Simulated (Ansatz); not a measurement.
# TiIn5: the cost of one run

Method: DFT PBE, scalar-relativistic, plane waves, PAW, in Ansatz 0.2.0.

2 further runs of the same task are left out: 2 that didn't finish.

## Step 1: The starting structure

It takes space group P-62m (No. 189, hexagonal). Conventional cell: a = 6.014 Å, b = 6.014 Å, c = 5.527 Å, α = 90.00°, β = 90.00°, γ = 120.00°. Around Ti (site symmetry -62m) lie 12 In at 3.36 to 3.47 Å. Around In (site symmetry -6) lie 9 In at 3.44 to 3.47 Å and 3 Ti at 3.47 Å. In (site symmetry m2m) is surrounded by 10 In at 3.30 to 3.56 Å and 2 Ti at 3.36 Å.

As a file:

```
Ti In
1.0
     6.01379    0.00000    0.00000
    -3.00690    5.20810    0.00000
     0.00000    0.00000    5.52673
Ti In
1 5
Direct
  0.00000 0.00000 0.50000
  0.66667 0.33333 0.50000
  0.31656 0.00000 0.00000
  0.68344 0.68344 0.00000
  0.00000 0.31656 0.00000
  0.33333 0.66667 0.50000
```

Recipe of the guess: species swapped into a database cell of Mg5Cu (P-62m, No. 189), with In on the Mg sites and Ti on the Cu sites. Lengths come from tabulated atomic sizes and are only a guess.

## Step 2: Probe: one point on a coarse mesh

input.yaml reads:

```yaml
crystal:
  lattice:
    - [6.01379153, 0.0, 0.0]
    - [-3.00689576, 5.20809623, 0.0]
    - [0.0, 0.0, 5.52673019]
  atoms:
    - { symbol: Ti, position: [0.0, 0.0, 0.5] }
    - { symbol: In, position: [0.66666667, 0.33333333, 0.5] }
    - { symbol: In, position: [0.31656, 0.0, 0.0] }
    - { symbol: In, position: [0.68344, 0.68344, 0.0] }
    - { symbol: In, position: [0.0, 0.31656, 0.0] }
    - { symbol: In, position: [0.33333333, 0.66666667, 0.5] }
basis:
  ecutwfc: 420
kpoints:
  mp_grid: { grid: [3, 3, 4] }
hamiltonian:
  xc: pbe
scf:
  occupations: { method: gaussian, width: 0.1 }
  lower_state_search: "off"
output:
  forces: true
  stress: true
  eigenvalues: true
```

Started as:

```
ansatz run input.yaml --threads 1 --pin off --max-ram 2560MiB --backend cpu --events-out ev --progress --plain --runs-dir out
```

What time and memory should one allow on 1 thread of Intel Xeon 6975P-C (Granite Rapids), shared host?

About 2.6 s, with a peak of 0.46 GiB.
